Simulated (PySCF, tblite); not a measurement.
# C₂H₁₂B₂N₂O: dynamics, then NMR shifts on frames, part 2 of 2

tblite 0.8.0 and PySCF 2.14.0. Atoms count from 0. Earlier steps stand in the parts before.

### 6 Shielding tensors: 800 fs, PBE0/pcSseg-1

The job: settings as JSON, then the geometry in Å.

```
{"job": {"kind": "nmr", "xc": "PBE0", "basis": "pcSseg-1", "pop": false}, "charge": 0, "multiplicity": 1}
C     -1.640600     1.354900    -0.941500
C     -0.274500     0.726500    -0.915500
N      0.030800     0.005500     0.288200
B      0.218500     0.943400     1.690000
N      1.721200     0.484800     1.655400
B      1.486300    -0.622100     0.494100
O      2.347500    -0.369300    -0.639400
H     -1.821000     2.046300    -1.756400
H     -2.355300     0.562500    -0.944400
H     -1.797400     1.913400    -0.104900
H      0.521500     1.532500    -0.922800
H     -0.126100     0.019700    -1.770100
H     -0.589500    -0.751700     0.546700
H      0.179000     2.082100     1.429700
H     -0.532700     0.600700     2.512800
H      2.313800     1.217900     1.260300
H      2.083900     0.306300     2.580100
H      1.545900    -1.695000     0.969400
H      2.971400    -1.035700    -0.806800
```

With the program's defaults for keys left out, this is: GIAO PBE0/pcSseg-1 NMR shielding, non-relativistic, gas phase.

Log:

```text
coarse grid: 15000 points
cycle   1  E = -317.3956505415  dE =  7.773e-01  |g| = 7.643e-01  |ddm| = 3.591e+00
cycle   2  E = -317.3001196716  dE =  9.553e-02  |g| = 1.070e+00  |ddm| = 1.861e+00
cycle   3  E = -317.5137862689  dE = -2.137e-01  |g| = 1.081e-01  |ddm| = 1.261e+00
cycle   4  E = -317.5159942324  dE = -2.208e-03  |g| = 3.811e-02  |ddm| = 1.151e-01
cycle   5  E = -317.5163101600  dE = -3.159e-04  |g| = 9.507e-03  |ddm| = 3.698e-02
cycle   6  E = -317.5163277886  dE = -1.763e-05  |g| = 3.201e-03  |ddm| = 8.322e-03
cycle   7  E = -317.5163298094  dE = -2.021e-06  |g| = 4.825e-04  |ddm| = 2.065e-03
final grid: 142488 points
cycle   8  E = -317.5575424561  dE = -7.169e-05  |g| = 9.814e-03  |ddm| = 3.582e-02
cycle   9  E = -317.5575312802  dE =  1.118e-05  |g| = 1.244e-02  |ddm| = 1.869e-02
cycle  10  E = -317.5575649762  dE = -3.370e-05  |g| = 1.395e-03  |ddm| = 1.031e-02
cycle  11  E = -317.5575653618  dE = -3.856e-07  |g| = 2.637e-04  |ddm| = 1.216e-03
cycle  12  E = -317.5575653738  dE = -1.199e-08  |g| = 9.170e-05  |ddm| = 2.505e-04
cycle  13  E = -317.5575653755  dE = -1.651e-09  |g| = 2.374e-05  |ddm| = 7.646e-05
cycle  14  E = -317.5575653756  dE = -1.108e-10  |g| = 5.158e-06  |ddm| = 2.350e-05
converged SCF energy = -317.5575653756

GIAO shielding tensors (ppm)
atom      isotropic    diamagn.    paramagn.     s11        s22        s33       span
  0 C      177.820     247.628     -69.808    159.288    178.494    195.678     36.390
  1 C      141.968     243.490    -101.521    132.359    132.662    160.884     28.525
  2 N      206.546     322.808    -116.262    180.570    207.607    231.463     50.893
  3 B      110.722     193.376     -82.653     90.958    107.402    133.807     42.849
  4 N      215.673     319.619    -103.946    186.234    216.316    244.469     58.235
  5 B      104.096     185.562     -81.466     93.788    105.096    113.402     19.614
  6 O      290.497     384.757     -94.260    264.619    291.897    314.974     50.355
  7 H       30.824      28.246       2.578     26.416     27.488     38.568     12.151
  8 H       31.666      30.554       1.113     27.189     29.448     38.361     11.172
  9 H       32.323      32.540      -0.217     27.270     32.346     37.353     10.083
 10 H       27.694      30.474      -2.780     22.334     29.426     31.324      8.991
 11 H       27.991      30.004      -2.013     22.001     28.329     33.644     11.642
 12 H       29.455      35.443      -5.988     23.385     27.758     37.221     13.836
 13 H       29.161      33.049      -3.888     25.110     30.487     31.887      6.776
 14 H       28.705      32.070      -3.365     26.215     28.009     31.890      5.674
 15 H       29.309      30.589      -1.280     24.293     27.337     36.297     12.004
 16 H       29.760      29.236       0.524     23.411     26.085     39.785     16.373
 17 H       28.263      31.634      -3.370     26.084     27.561     31.145      5.061
 18 H       31.007      31.617      -0.609     23.097     24.669     45.256     22.159
```

It took 32 s on 1 thread of Intel Xeon Platinum 8259CL at 2.50GHz, shared host; peak memory 0.92 GiB.

Key values: δ C1 45.0, C0 9.1, N2 61.2, N4 52.1, H10 4.02, H11 3.73 ppm.

### 7 Shielding tensors: 1000 fs, PBE0/pcSseg-1

The job: settings as JSON, then the geometry in Å.

```
{"job": {"kind": "nmr", "xc": "PBE0", "basis": "pcSseg-1", "pop": false}, "charge": 0, "multiplicity": 1}
C     -1.097700     2.063400    -1.193300
C     -0.027900     0.969900    -1.215100
N      0.049000     0.060200    -0.071600
B      0.306800     0.895400     1.331000
N      1.680800     0.218600     1.595700
B      1.461600    -0.601100     0.180100
O      2.465600    -0.222900    -0.807500
H     -1.093000     2.561700    -2.212100
H     -2.018500     1.551100    -0.908600
H     -0.810400     2.883800    -0.553100
H      0.947500     1.395900    -1.236100
H     -0.207600     0.423600    -2.120000
H     -0.676400    -0.644100    -0.102400
H      0.455200     2.052800     1.080000
H     -0.445800     0.616200     2.230400
H      2.457500     0.816000     1.600900
H      1.524100    -0.272800     2.443900
H      1.282600    -1.809800     0.184400
H      3.085200    -0.883600    -0.897200
```

With the program's defaults for keys left out, this is: GIAO PBE0/pcSseg-1 NMR shielding, non-relativistic, gas phase.

Log:

```text
coarse grid: 15000 points
cycle   1  E = -317.3937299534  dE =  7.791e-01  |g| = 7.605e-01  |ddm| = 3.584e+00
cycle   2  E = -317.2947293999  dE =  9.900e-02  |g| = 1.074e+00  |ddm| = 2.018e+00
cycle   3  E = -317.5098032912  dE = -2.151e-01  |g| = 1.015e-01  |ddm| = 1.398e+00
cycle   4  E = -317.5116319647  dE = -1.829e-03  |g| = 4.102e-02  |ddm| = 1.139e-01
cycle   5  E = -317.5120078589  dE = -3.759e-04  |g| = 7.955e-03  |ddm| = 3.978e-02
cycle   6  E = -317.5120199237  dE = -1.206e-05  |g| = 3.119e-03  |ddm| = 7.772e-03
cycle   7  E = -317.5120219027  dE = -1.979e-06  |g| = 4.011e-04  |ddm| = 2.000e-03
final grid: 142488 points
cycle   8  E = -317.5549988494  dE = -7.775e-05  |g| = 9.639e-03  |ddm| = 3.877e-02
cycle   9  E = -317.5549882236  dE =  1.063e-05  |g| = 1.213e-02  |ddm| = 1.805e-02
cycle  10  E = -317.5550201169  dE = -3.189e-05  |g| = 1.239e-03  |ddm| = 1.031e-02
cycle  11  E = -317.5550204037  dE = -2.867e-07  |g| = 2.784e-04  |ddm| = 1.212e-03
cycle  12  E = -317.5550204181  dE = -1.444e-08  |g| = 7.972e-05  |ddm| = 3.171e-04
cycle  13  E = -317.5550204193  dE = -1.251e-09  |g| = 2.317e-05  |ddm| = 7.099e-05
cycle  14  E = -317.5550204195  dE = -1.078e-10  |g| = 4.031e-06  |ddm| = 2.139e-05
converged SCF energy = -317.5550204195

GIAO shielding tensors (ppm)
atom      isotropic    diamagn.    paramagn.     s11        s22        s33       span
  0 C      168.031     247.790     -79.759    149.343    170.344    184.406     35.063
  1 C      147.190     243.990     -96.800    124.216    145.174    172.180     47.965
  2 N      214.673     322.937    -108.264    189.255    218.672    236.092     46.837
  3 B      114.125     191.954     -77.830    102.345    109.493    130.536     28.190
  4 N      235.887     322.947     -87.060    202.093    251.766    253.801     51.708
  5 B      102.637     188.377     -85.740     93.080    103.497    111.334     18.253
  6 O      291.983     383.834     -91.851    271.980    281.890    322.078     50.098
  7 H       29.590      26.681       2.909     25.311     26.870     36.589     11.278
  8 H       30.497      29.458       1.039     26.186     28.917     36.387     10.201
  9 H       29.757      30.126      -0.369     24.982     29.725     34.563      9.581
 10 H       28.645      31.891      -3.247     21.821     30.986     33.126     11.305
 11 H       29.546      31.805      -2.259     22.891     30.064     35.683     12.792
 12 H       30.050      35.562      -5.512     22.534     28.219     39.398     16.864
 13 H       28.503      33.042      -4.539     23.516     30.728     31.265      7.749
 14 H       28.337      31.773      -3.436     24.576     29.068     31.367      6.791
 15 H       31.401      32.022      -0.621     25.366     28.197     40.641     15.275
 16 H       29.438      31.522      -2.084     21.532     27.067     39.714     18.182
 17 H       27.399      31.566      -4.167     24.664     26.577     30.957      6.293
 18 H       31.924      32.615      -0.692     23.226     25.987     46.558     23.332
```

It took 32 s on 1 thread of Intel Xeon Platinum 8259CL at 2.50GHz, shared host; peak memory 0.89 GiB.

This run: δ C1 39.7, C0 18.9, N2 53.1, N4 31.8, H17 4.32, H14 3.38 ppm.

### 8 Side by side: NMR shifts

Shifts (ppm) of some atoms, chosen among heavy atoms and hydrogens apart, with basis size and wall time:

```csv
frame,C1,C0,H10,H15,N2,N4,O6,functions,time
250 fs,55.4,7.8,5.15,0.21,66.2,45.1,59.5,179,44 s
425 fs,44.5,11.7,2.45,1.13,63.3,34.4,55.6,179,33 s
625 fs,47.0,16.0,3.82,2.84,66.1,48.8,70.3,179,32 s
800 fs,45.0,9.1,4.02,2.41,61.2,52.1,45.6,179,32 s
1000 fs,39.7,18.9,3.07,0.32,53.1,31.8,44.1,179,32 s
```

### 9 Results

This closing draws on all 2 parts.

```
                                           quantity                                                                       value
                                         thermostat                                                                       300 K
                      mean temperature, second half                                                                       287 K
            mean potential energy above the minimum                                                                     0.59 eV
     13C shifts against TMS (PBE0/pcSseg-1, 250 fs)                                                               55.4, 7.8 ppm
      1H shifts against TMS (PBE0/pcSseg-1, 250 fs)  5.15, 3.96, 3.82, 3.21, 2.61, 2.18, 1.88, 1.08, 0.81, 0.21, 0.11, 0.03 ppm
     15N shifts against NH3 (PBE0/pcSseg-1, 250 fs)                                                              66.2, 45.1 ppm
11B shifts against BF3·OEt2 (PBE0/pcSseg-1, 250 fs)                                                              0.8, -14.2 ppm
     17O shifts against H2O (PBE0/pcSseg-1, 250 fs)                                                                    59.5 ppm
              surface potential, 1st and 99th percentile                                                          -1.17 V and 1.87 V
                           range of the shift of O6                                                            44.1 to 70.3 ppm
```

What this shows: In the second half the potential energy averages 0.59 eV above the minimum; equipartition over 51 harmonic modes at 300 K would give 0.66 eV. With 19 atoms the temperature swings widely (144 to 384 K). Shifts at one fixed geometry are not the observed spectrum, which averages over the motion. In ppm, O6 moves most: its shift spreads over 26.2 ppm, from 44.1 (1000 fs) to 70.3 (625 fs).
